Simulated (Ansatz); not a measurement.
**W: a trigonal deformation path**

One table from this session's results is given with a row withheld; the runs are named, their logs left out.

Method: DFT r2SCAN, scalar-relativistic, plane waves, PAW, in Ansatz 0.2.0.

**The starting structure**

Symmetry: Fm-3m, No. 225, cubic system. Conventional cell: a = 4.060 Å, b = 4.060 Å, c = 4.060 Å, α = 90.00°, β = 90.00°, γ = 90.00°. W (site symmetry m-3m) is surrounded by 12 W at 2.87 Å.

Structure file:

```cif
data_structure
_symmetry_space_group_name_H-M 'Fm-3m'
_symmetry_Int_Tables_number 225
_cell_length_a 4.0600
_cell_length_b 4.0600
_cell_length_c 4.0600
_cell_angle_alpha 90.000
_cell_angle_beta 90.000
_cell_angle_gamma 90.000
_cell_volume 66.92
loop_
_atom_site_label
_atom_site_type_symbol
_atom_site_symmetry_multiplicity
_atom_site_Wyckoff_symbol
_atom_site_fract_x
_atom_site_fract_y
_atom_site_fract_z
_atom_site_occupancy
W1 W 4 a 0.00000 0.00000 0.00000 1
```

The cell is taken as given, not relaxed at this level.

**Zero of energy**

The reference gives a free energy of -10396.7317 eV, pressure -9.00 GPa, largest force 0.000 eV/Å and gap on the mesh none (metal). It was computed beforehand with the settings of the runs below.

The first run:

At fixed volume and fractional coordinates, lengths along (0.577, 0.577, 0.577) are scaled against those across it; ρ is that ratio over its starting value.

File input.yaml:

```yaml
crystal:
  lattice:
    - [-0.8525465771, 1.7050931542, 1.7050931542]
    - [1.7050931542, -0.8525465771, 1.7050931542]
    - [1.7050931542, 1.7050931542, -0.8525465771]
  atoms:
    - { symbol: W, position: [0.0, 0.0, 0.0] }
basis:
  ecutwfc: 500
kpoints:
  mp_grid: { grid: [22, 22, 22] }
hamiltonian:
  xc: r2scan
scf:
  occupations: { method: gaussian, width: 0.15 }
output:
  forces: true
  stress: true
  eigenvalues: true
```

Run with:

```sh
$ ansatz run input.yaml --threads 1 --pin off --max-ram 2560MiB --backend cpu --events-out ev --progress --plain --runs-dir out
```

Steps of the session up to this table: At ρ = 0.500; Point ρ = 2.000; At ρ = 0.710; At ρ = 1.410; At ρ = 0.600; At ρ = 0.850; Point ρ = 1.200; ρ = 1.700; At ρ = 0.930; Point ρ = 1.080.

One of the session's tables, all rows but one given; the rest of the session is left out.

It belongs to the step «The scan collected». 

| ρ | ΔE (meV/atom) | pressure (GPa) |
| --- | --- | --- |
| 0.500 | 1059.6 | 20.2 |
| 0.600 | 777.2 | 14.3 |
| 0.710 | 240.3 | 3.2 |
| 0.850 | -97.7 | -6.2 |
| 0.930 | -53.6 | -8.2 |
| 1.000 | 0.0 | -9.0 |
| 1.080 | -25.7 | -7.8 |
| 1.200 | 105.1 | -1.3 |
| 1.410 | ? | ? |
| 1.700 | 2585.1 | 70.2 |
| 2.000 | 4617.3 | 126.0 |

Estimate the missing values for ρ = 1.410.

Worked estimate for «ΔE (meV/atom)». A straight line through the neighbours (1.200, 105.1) and (1.700, 2585.1) gives 105.1 + (2585.1 − 105.1) × (1.410 − 1.200) / (1.700 − 1.200) = 1146.7; a parabola fitted to 4 rows on both sides gives 1002.4.

**Answer.** ΔE (meV/atom): 904.5; pressure (GPa): 22.1. In «ΔE (meV/atom)» the line misses by +242.2 and the parabola by +97.9.
